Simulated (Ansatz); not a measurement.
**C₂H₂BCl: a ladder of functionals and wavefunction methods**

Aim: compute C₂H₂BCl with functionals from several rungs and with coupled cluster. The yardstick is the atomisation energy at the CCSD(T) limit.

Program: Ansatz 0.2.0, Gaussian basis. Level of theory: functionals in def2-TZVPP, the program's frozen cores in correlated methods. These are calculated values, not measurements.

Levels to be run: LDA (SPW92), PBE-D4, revPBE-D4, BLYP-D4, r2SCAN-D4, B97M-V, PBE0-D4, B3LYP-D4, r2SCANh-D4, r2SCAN0-D4, HSE06-D4, BHLYP-D4, CAM-B3LYP-D4, LC-ωPBE, ωB97X-V, ωB97M-V, B2PLYP, PBE-QIDH; CCSD(T)/def2-SVP; CCSD(T)/def2-TZVPP; MP2/def2-QZVPP; extrapolation to the limit; RPA on PBE.

### 1 The geometry

All runs share one geometry, relaxed beforehand with PBE0-D4 in a triple-zeta def2 set.

SMILES `ClC1=CB1`, 6 atoms, charge 0, spin multiplicity 1.

Atoms are counted from 1 here; the program's logs count them from 0.

Bond lengths: Cl1–C2 1.688 Å, C2–C3 1.340 Å, C2–B4 1.465 Å, C3–B4 1.477 Å, C3–H5 1.081 Å, B4–H6 1.181 Å. Angles: Cl1–C2–C3 139.5°, Cl1–C2–B4 157.1°, C3–C2–B4 63.4°, C2–C3–B4 62.5°, C2–C3–H5 140.6°, B4–C3–H5 156.9°, C2–B4–C3 54.2°, C2–B4–H6 154.0°, C3–B4–H6 151.8°.

### 2 LDA

This LDA is Slater exchange with PW92 correlation.

Input file in.yaml:

```yaml
crystal:
  periodic: [false, false, false]
  atoms:
    - {symbol: Cl, position_ang: [-0.980052, -2.106663, -0.464033]}
    - {symbol: C, position_ang: [-0.354391, -0.568309, -0.160233]}
    - {symbol: C, position_ang: [0.787977, 0.007094, 0.239574]}
    - {symbol: B, position_ang: [-0.355116, 0.893401, -0.059092]}
    - {symbol: H, position_ang: [1.793802, -0.252024, 0.538489]}
    - {symbol: H, position_ang: [-0.850119, 1.962402, -0.140906]}
basis:
  gaussian: {orbitals: def2-TZVPP}
hamiltonian: {xc: lda}
output: {orbitals: {seedname: orbitals}}
```

Command:

```
$ ansatz run in.yaml --threads 2 --pin off --events-out ev --progress --plain --max-ram 4352MiB
```

Further steps of the session: PBE-D4 (GGA); revPBE-D4 (GGA); BLYP-D4 (GGA); r2SCAN-D4 (meta-GGA); B97M-V (meta-GGA); PBE0-D4 (hybrid); B3LYP-D4 (hybrid); r2SCANh-D4 (hybrid); r2SCAN0-D4 (hybrid); HSE06-D4 (hybrid); BHLYP-D4 (hybrid); CAM-B3LYP-D4 (range-separated); LC-ωPBE (range-separated); ωB97X-V (range-separated); ωB97M-V (range-separated); B2PLYP (double hybrid); PBE-QIDH (double hybrid); CCSD(T) in def2-SVP; CCSD(T) in def2-TZVPP; MP2 in def2-QZVPP; RPA on PBE orbitals.

Q: Predict the results of all the runs planned. Wanted: atomisation energy, CCSD(T)/CBS; farthest beyond LDA; mean size of error, GGA; mean size of error, meta-GGA; mean size of error, hybrid; mean size of error, range-separated; mean size of error, double hybrid; gap, smallest and largest; T1 diagnostic.

**Answer**, as computed:

```
                               quantity                                      value
        atomisation energy, CCSD(T)/CBS                                  24.862 eV
    functionals within 0.124 eV (0.5 %)                                     B2PLYP
                    farthest beyond LDA                         PBE-D4 (+1.374 eV)
                mean size of error, GGA                                   0.750 eV
           mean size of error, meta-GGA                                   0.618 eV
             mean size of error, hybrid                                   0.507 eV
    mean size of error, range-separated                                   0.363 eV
      mean size of error, double hybrid                                   0.248 eV
              gap, smallest and largest  5.07 eV (LDA (SPW92)), 12.76 eV (LC-ωPBE)
                          T1 diagnostic                                     0.0111
triples share of the correlation energy                                      4.8 %
```

In words: LDA overbinds by 4.498 eV (18 %). PBE-D4 is off by +1.374 eV. Double hybrids carry the basis error of their MP2 part in triple zeta, and no dispersion term here, so their miss is partly the set-up's. Taken by rung, double hybrid functionals do best (0.248 eV on average) and GGA ones worst beyond LDA (0.750 eV). The reference freezes the cores and leaves out relativity and excitations past (T), so misses under about 0.124 eV can't be ranked. Hartree-Fock recovers 74 % of the binding; the rest is correlation. CCSD(T) in def2-SVP is off by -1.027 eV, which most functionals beat. Orbital gaps span 5.1 to 12.8 eV; exact exchange widens them.
